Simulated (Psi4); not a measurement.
**One shape, several levels: GeHOF (SMILES [OH][Ge][F])**

We compute a comparison of 6 runs (HF/STO-3G, HF/def2-SVP, HF/6-311G**, SVWN5/pcseg-1, MP2/cc-pVDZ-DK, SCS-MP2/aug-cc-pV(T+d)Z) of GeHOF. 

Program for the calculation: Psi4 1.11.

4 further runs of the same task are left out: 2 for a known fault of the program, 2 set aside as unsound or not needed.

**1. The molecule**

GeHOF: 4 atoms, total charge 0, spin state singlet. As SMILES, `[OH][Ge][F]`. The coordinates come from a PBE0-D4/def2-TZVP relaxation.

Bond lengths: O1–Ge2 1.771 Å, Ge2–F3 1.767 Å, O1–H4 0.964 Å. Angles: O1–Ge2–F3 97.0°, Ge2–O1–H4 113.8°.

**2. Energy and forces at HF/STO-3G (run 1)**

Contents of input.dat:

```
memory 1.6 GB

molecule m {
  0 1
  O     -0.819700     0.539200    -0.381100
  Ge    -0.389900    -0.693000     0.815800
  F      1.336900    -0.758800     0.447800
  H     -0.071800     0.852400    -0.902700
  units angstrom
  symmetry c1
}

set globals {
  basis STO-3G
  puream true
  e_convergence 1e-09
  d_convergence 1e-08
  scf_type pk
}

e_tot = gradient('hf')
print_variables()
```

The run is started by

```console
psi4 -i input.dat -o output.dat -n 1
```

output.dat:

```text
[...]
  Running in c1 symmetry.
[...]
  Nuclear repulsion =  190.671197254104499
[...]
  Multiplicity = 1
[...]
  Nalpha       = 25
  Nbeta        = 25
[...]
    Number of basis functions: 29
[...]
   @RHF iter   1: -2223.88878647447973   -3.52514e+00   2.31909e-02 DIIS/ADIIS
[...]
   @RHF iter  12: -2224.20800580782316    4.54747e-13   5.69093e-09 DIIS
[...]
    Orbital Energies [Eh]
    ---------------------
    Doubly Occupied:
       1A   -400.509368     2A    -50.355916     3A    -45.419802
       4A    -45.418524     5A    -45.417773     6A    -25.798856
       7A    -20.185276     8A     -6.458488     9A     -4.500939
      10A     -4.496818    11A     -4.493084    12A     -1.401565
      13A     -1.231369    14A     -0.643825    15A     -0.638388
      16A     -0.633579    17A     -0.633342    18A     -0.629173
      19A     -0.591168    20A     -0.501800    21A     -0.436429
      22A     -0.422829    23A     -0.360359    24A     -0.360311
      25A     -0.261463
[...]
  @RHF Final Energy: -2224.20800580782316
   => Energetics <=
    Nuclear Repulsion Energy =            190.6711972541044986
    One-Electron Energy =               -3506.1575197068987109
    Two-Electron Energy =                1091.2783166449712553
    Total Energy =                      -2224.2080058078231559
[...]
 Multipole Moments:
 ------------------------------------------------------------------------------------
     Multipole            Electronic (a.u.)      Nuclear  (a.u.)        Total (a.u.)
 ------------------------------------------------------------------------------------
 L = 1.  Multiply by 2.5417464519 to convert [e a0] to [Debye]
 Dipole X            :         -0.7654363            0.9062187            0.1407824
 Dipole Y            :         -3.2382820            3.2239443           -0.0143377
 Dipole Z            :          3.6259146           -3.6464616           -0.0205470
 Magnitude           :                                                    0.1429946
[...]
  -Total Gradient:
     Atom            X                  Y                   Z
    ------   -----------------  -----------------  -----------------
       1        0.004486439726     0.045946683125    -0.049831111644
       2       -0.037325364996    -0.029429561753     0.040649122009
       3        0.058269788103    -0.008947852174    -0.005287401728
       4       -0.025430862857    -0.007569269157     0.014469391387
[...]
```

It took 2.8 s on 1 thread of Intel Xeon Platinum 8259CL at 2.50GHz (Skylake/Cascade Lake), shared host; peak memory 0.2 GiB.

**3. The energy at HF/def2-SVP (run 2)**

Contents of run.py:

```python
import psi4

psi4.set_memory(1600000000)
psi4.set_num_threads(1)
psi4.set_output_file('fgeho.out', False)

mol = psi4.geometry("""
0 1
O     -1.54900850     1.01894033    -0.72017463
Ge    -0.73680422    -1.30958020     1.54163857
F      2.52637486    -1.43392418     0.84621936
H     -0.13568234     1.61080255    -1.70585577
units au
symmetry c1
""")

options = {'basis': 'def2-SVP', 'reference': 'rhf', 'puream': True, 'e_convergence': 1e-09, 'd_convergence': 1e-08, 'scf_type': 'pk'}
psi4.set_options(options)

e = psi4.energy('scf', molecule=mol)
print(f'total energy {e:.8f} hartree = {e * 27.211386:.5f} eV')
```

The run is started by

```console
python run.py
```

fgeho.out:

```text
[...]
  Running in c1 symmetry.
[...]
  Nuclear repulsion =  190.671197223140723
[...]
  Multiplicity = 1
[...]
  Nalpha       = 25
  Nbeta        = 25
[...]
    Number of basis functions: 65
[...]
   @RHF iter   1: -2249.05996391042663   -4.08460e+00   3.05715e-02 DIIS/ADIIS
[...]
   @RHF iter  12: -2249.90466455048636   -6.36646e-12   4.54040e-09 DIIS
[...]
    Orbital Energies [Eh]
    ---------------------
    Doubly Occupied:
       1A   -405.245319     2A    -52.170430     3A    -46.271381
       4A    -46.270187     5A    -46.269278     6A    -26.245191
       7A    -20.562431     8A     -7.230903     9A     -5.208741
      10A     -5.205545    11A     -5.201801    12A     -1.690400
      13A     -1.684448    14A     -1.682070    15A     -1.677304
      16A     -1.673215    17A     -1.499292    18A     -1.307711
      19A     -0.739527    20A     -0.671295    21A     -0.627262
      22A     -0.616602    23A     -0.541374    24A     -0.516054
      25A     -0.404932
[...]
  @RHF Final Energy: -2249.90466455048636
   => Energetics <=
    Nuclear Repulsion Energy =            190.6711972231407231
    One-Electron Energy =               -3518.7263388912824666
    Two-Electron Energy =                1078.1504771176555550
    Total Energy =                      -2249.9046645504863591
[...]
 Multipole Moments:
 ------------------------------------------------------------------------------------
     Multipole            Electronic (a.u.)      Nuclear  (a.u.)        Total (a.u.)
 ------------------------------------------------------------------------------------
 L = 1.  Multiply by 2.5417464519 to convert [e a0] to [Debye]
 Dipole X            :         -1.1288359            0.9062187           -0.2226172
 Dipole Y            :         -3.2712381            3.2239443           -0.0472938
 Dipole Z            :          3.7529437           -3.6464616            0.1064821
 Magnitude           :                                                    0.2512639
[...]
```

The script printed:

```text
total energy -2249.90466455 hartree = -61223.02429 eV
```

It took 3.3 s on 1 thread of Intel Xeon Platinum 8259CL at 2.50GHz (Skylake/Cascade Lake), shared host; peak memory 0.24 GiB.

**4. The energy at HF/6-311G(d,p) (run 3)**

Contents of fgeho.xyz:

```xyz
4
FGeHO
O     -0.819700     0.539200    -0.381100
Ge    -0.389900    -0.693000     0.815800
F      1.336900    -0.758800     0.447800
H     -0.071800     0.852400    -0.902700
```

Contents of run.py:

```python
import psi4

psi4.set_memory(1600000000)
psi4.set_num_threads(1)
psi4.core.set_output_file('psi4.out', False)

with open('fgeho.xyz') as f:
    atoms = ''.join(f.readlines()[2:])
m = psi4.geometry('0 1\n' + atoms + 'symmetry c1\nno_reorient\nno_com')

psi4.set_options({
    'basis': '6-311G**',
    'puream': True,
    'e_convergence': 1e-09,
    'd_convergence': 1e-08,
    'scf_type': 'pk',
})

e_tot, wfn = psi4.energy("hf", return_wfn=True)
psi4.oeprop(wfn, "WIBERG_LOWDIN_INDICES", "QUADRUPOLE", "LOWDIN_CHARGES", title="HF")
print('E =', round(e_tot, 9))
```

The run is started by

```console
python run.py
```

psi4.out:

```text
[...]
  Running in c1 symmetry.
[...]
  Nuclear repulsion =  190.671197254104499
[...]
  Multiplicity = 1
[...]
  Nalpha       = 25
  Nbeta        = 25
[...]
    Number of basis functions: 86
[...]
   @RHF iter   1: -2249.23461002435943   -3.83747e+00   3.27912e-02 ADIIS/DIIS
[...]
   @RHF iter  12: -2250.31422247978298   -1.36424e-11   6.42293e-09 DIIS
[...]
    Orbital Energies [Eh]
    ---------------------
    Doubly Occupied:
       1A   -405.285093     2A    -52.189184     3A    -46.277562
       4A    -46.276491     5A    -46.275494     6A    -26.247367
       7A    -20.563326     8A     -7.236136     9A     -5.211851
      10A     -5.209166    11A     -5.205609    12A     -1.691935
      13A     -1.684638    14A     -1.682234    15A     -1.677367
      16A     -1.673390    17A     -1.526060    18A     -1.328092
      19A     -0.741789    20A     -0.672152    21A     -0.627647
      22A     -0.616497    23A     -0.541610    24A     -0.515185
      25A     -0.407163
[...]
  @RHF Final Energy: -2250.31422247978298
   => Energetics <=
    Nuclear Repulsion Energy =            190.6711972541044986
    One-Electron Energy =               -3519.2447700056527538
    Two-Electron Energy =                1078.2593502717656975
    Total Energy =                      -2250.3142224797829840
[...]
 Multipole Moments:
 ------------------------------------------------------------------------------------
     Multipole            Electronic (a.u.)      Nuclear  (a.u.)        Total (a.u.)
 ------------------------------------------------------------------------------------
 L = 1.  Multiply by 2.5417464519 to convert [e a0] to [Debye]
 Dipole X            :         13.1104453          -13.3681116           -0.2576663
 Dipole Y            :         44.9808144          -45.0495591           -0.0687447
 Dipole Z            :        -49.3430568           49.4811558            0.1380990
 Magnitude           :                                                    0.3003150
 L = 2.  Multiply by 1.3450342976 to convert [e a0^2] to [Debye ang]
 Quadrupole XX       :       -118.3914914           94.0291323          -24.3623591
 Quadrupole XY       :         17.2154891          -14.5720704            2.6434187
[...]
```

Standard output:

```text
E = -2250.31422248
```

Wall time 3.6 s (1 thread of Intel Xeon Platinum 8259CL at 2.50GHz (Skylake/Cascade Lake), shared host); peak memory 0.31 GiB.

Runs 4 to 5 aren't shown in full; the table further down has their settings and results.

**5. The energy at SCS-MP2/aug-cc-pV(T+d)Z (density fitting) (run 6)**

Contents of input.json:

```json
{
 "schema_name": "qcschema_input",
 "schema_version": 1,
 "molecule": {
  "schema_name": "qcschema_molecule",
  "schema_version": 2,
  "symbols": ["O", "Ge", "F", "H"],
  "geometry": [-1.5490085, 1.01894033, -0.72017463, -0.73680422, -1.3095802, 1.54163857, 2.52637486, -1.43392418, 0.84621936, -0.13568234, 1.61080255, -1.70585577],
  "molecular_charge": 0,
  "molecular_multiplicity": 1
 },
 "driver": "energy",
 "model": {
  "method": "scs-mp2",
  "basis": "aug-cc-pV(T+d)Z"
 },
 "keywords": {
  "scf_type": "df",
  "freeze_core": true,
  "mp2_type": "df"
 }
}
```

The run is started by

```console
psi4 --qcschema input.json -n 1 --memory 1600MB
```

stdout:

```text
[...]
  Running in c1 symmetry.
[...]
  Nuclear repulsion =  190.671197223140723
[...]
  Multiplicity = 1
[...]
  Nalpha       = 25
  Nbeta        = 25
[...]
    Number of basis functions: 174
[...]
   @DF-RHF iter   1: -2249.65613024399090   -4.13026e+00   1.08450e-02 DIIS/ADIIS
[...]
   @DF-RHF iter  12: -2250.43341514603117   -1.77351e-11   3.15289e-09 DIIS
[...]
    Orbital Energies [Eh]
    ---------------------
    Doubly Occupied:
       1A   -405.277180     2A    -52.180359     3A    -46.267717
       4A    -46.266510     5A    -46.265569     6A    -26.260293
       7A    -20.571154     8A     -7.227068     9A     -5.202773
      10A     -5.198745    11A     -5.195300    12A     -1.687446
      13A     -1.679955    14A     -1.678033    15A     -1.673195
      16A     -1.668286    17A     -1.532159    18A     -1.330395
      19A     -0.743149    20A     -0.676954    21A     -0.633413
      22A     -0.622781    23A     -0.548021    24A     -0.518972
      25A     -0.408309
[...]
  @DF-RHF Final Energy: -2250.43341514603117
   => Energetics <=
    Nuclear Repulsion Energy =            190.6711972231407231
    One-Electron Energy =               -3519.5817530912895563
    Two-Electron Energy =                1078.4771407221182926
    Total Energy =                      -2250.4334151460307112
[...]
 Multipole Moments:
 ------------------------------------------------------------------------------------
     Multipole            Electronic (a.u.)      Nuclear  (a.u.)        Total (a.u.)
 ------------------------------------------------------------------------------------
 L = 1.  Multiply by 2.5417464519 to convert [e a0] to [Debye]
 Dipole X            :         -1.1592745            0.9062187           -0.2530558
 Dipole Y            :         -3.2967449            3.2239443           -0.0728006
 Dipole Z            :          3.7876992           -3.6464616            0.1412376
 Magnitude           :                                                    0.2988063
[...]
	SCS-MP2 Total Energy (a.u.)        : -2251.10073887667158
	SOS-MP2 Total Energy (a.u.)        : -2251.03885027155002
	SCSN-MP2 Total Energy (a.u.)       : -2250.76018698107282
[...]
	SOS-PI-MP2 Total Energy (a.u.)     : -2251.13975612580316
[...]
	MP2 Total Energy (a.u.)            : -2251.12361023266158
[...]
```

The result, in JSON:

```text
{
 "driver": "energy",
 "model": {
  "method": "scs-mp2",
  "basis": "aug-cc-pV(T+d)Z"
 },
 "success": true,
 "return_result": -2251.1007388766716,
 "properties": {
  "calcinfo_nbasis": 174,
  "calcinfo_nmo": 174,
  "calcinfo_nalpha": 25,
  "calcinfo_nbeta": 25,
  "calcinfo_natom": 4,
  "nuclear_repulsion_energy": 190.67119722314072,
  "return_energy": -2251.1007388766716,
  "scf_one_electron_energy": -3519.5817530912896,
  "scf_two_electron_energy": 1078.4771407221183,
  "scf_dipole_moment": [-0.2530557592991489, -0.07280061753827871, 0.14123762059651312],
  "scf_total_energy": -2250.433415146031,
  "scf_iterations": 12,
  "mp2_same_spin_correlation_energy": -0.185665815364531,
  "mp2_opposite_spin_correlation_energy": -0.5045292712657424,
  "mp2_singles_energy": 0.0,
  "mp2_doubles_energy": -0.6901950866302734,
  "mp2_correlation_energy": -0.6901950866304105,
  "mp2_total_energy": -2251.1236102326616
 }
}
```

Run time: 82 s. Hardware: 1 thread of Intel Xeon Platinum 8259CL at 2.50GHz (Skylake/Cascade Lake), shared host; peak memory 1.7 GiB.

**6. Overview of the runs**

| run | level | task | integration grid | energy (Eh) | dipole moment (D) | HOMO energy (eV) | LUMO energy (eV) | wall time |
| --- | --- | --- | --- | --- | --- | --- | --- | --- |
| 1 | HF/STO-3G | gradient | – | -2224.208006 | 0.36 | -7.11 | 5.45 | 2.8 s |
| 2 | HF/def2-SVP | energy | – | -2249.904665 | 0.64 | -11.02 | 1.10 | 3.3 s |
| 3 | HF/6-311G** | energy | – | -2250.314222 | 0.76 | -11.08 | 0.88 | 3.6 s |
| 4 | SVWN5/pcseg-1 | energy | 99 radial × 590 angular | -2248.176558 | 0.40 | -7.31 | -3.04 | 6.6 s |
| 5 | MP2/cc-pVDZ-DK (DKH2, density fitting, density fitting for correlation, IEF-PCM water) | energy | – | -2272.525980 | – | -10.71 | 1.78 | 51 s |
| 6 | SCS-MP2/aug-cc-pV(T+d)Z (density fitting) | energy | – | -2251.100739 | – | -11.11 | 0.46 | 82 s |

**7. Summary of results**

| quantity | value |
| --- | --- |
| run 6: total energy | -2251.10074 Eh |
| run 6: HOMO energy (Hartree–Fock orbitals) | -11.11 eV |
| run 6: LUMO energy (Hartree–Fock orbitals) | 0.46 eV |
| run 6: HOMO–LUMO gap (Hartree–Fock orbitals) | 11.58 eV |
| run 6: correlation energy (11 core orbitals frozen) | -667.3 mEh |

What this shows: Over runs 1, 2, 3, 4 the dipole moment (its size) runs from 0.36 D (HF/STO-3G) to 0.76 D (HF/6-311G**). The two dipoles point in opposite directions. Over runs 1, 2, 3, 4 the HOMO–LUMO gap runs from 4.27 eV (SVWN5/pcseg-1) to 12.57 eV (HF/STO-3G). The two ends differ in method and basis. Some runs of one species differ in core potentials or relativity; totals across that change don't compare. In run 1 the basis is minimal, so the values are rough. All runs together took 2.5 min, the longest 82 s.
